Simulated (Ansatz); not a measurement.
# GaH: the cost of one run

Method: DFT PBE, scalar-relativistic, plane waves, PAW, in Ansatz 0.2.0.

### 1 The system as given

The structure is cubic, space group F-43m (No. 216). Conventional cell: a = 4.727 Å, b = 4.727 Å, c = 4.727 Å, α = 90.00°, β = 90.00°, γ = 90.00°. Around Ga (site symmetry -43m) lie 4 H at 2.05 Å. H (site symmetry -43m) has 4 Ga at 2.05 Å as nearest neighbours.

Structure file:

```cif
data_structure
_symmetry_space_group_name_H-M 'F-43m'
_symmetry_Int_Tables_number 216
_cell_length_a 4.7273
_cell_length_b 4.7273
_cell_length_c 4.7273
_cell_angle_alpha 90.000
_cell_angle_beta 90.000
_cell_angle_gamma 90.000
_cell_volume 105.64
loop_
_atom_site_label
_atom_site_type_symbol
_atom_site_symmetry_multiplicity
_atom_site_Wyckoff_symbol
_atom_site_fract_x
_atom_site_fract_y
_atom_site_fract_z
_atom_site_occupancy
Ga1 Ga 4 a 0.00000 0.00000 0.00000 1
H1 H 4 c 0.25000 0.25000 0.25000 1
```

This is candidate A: zinc blende type (F-43m, No. 216).

(A quick probe on a coarse mesh, which set the mesh and smearing, is not shown.)

### 3 Full relaxation (candidate A)

Input file input.yaml:

```yaml
crystal:
  lattice:
    - [0.0, 2.3636401933, 2.3636401933]
    - [2.3636401933, 0.0, 2.3636401933]
    - [2.3636401933, 2.3636401933, 0.0]
  atoms:
    - { symbol: Ga, position: [0.0, 0.0, 0.0] }
    - { symbol: H, position: [0.75, 0.75, 0.75] }
basis:
  ecutwfc: 420
kpoints:
  mp_grid: { grid: [20, 20, 20] }
hamiltonian:
  xc: pbe
scf:
  occupations: { method: gaussian, width: 0.1 }
output:
  forces: true
  stress: true
  eigenvalues: true
relax:
  adjacent_minimum: "off"
  f_tol: 0.01
  max_steps: 80
  cell: { stress_tol: 0.05 }
```

Command:

```bash
ansatz run input.yaml --threads 1 --pin off --max-ram 2560MiB --backend cpu --events-out ev --progress --plain --runs-dir out
```

Q: Estimate wall time and peak memory on 1 thread of Arm Neoverse V1, shared host.

About 29 s, with a peak of 0.39 GiB.
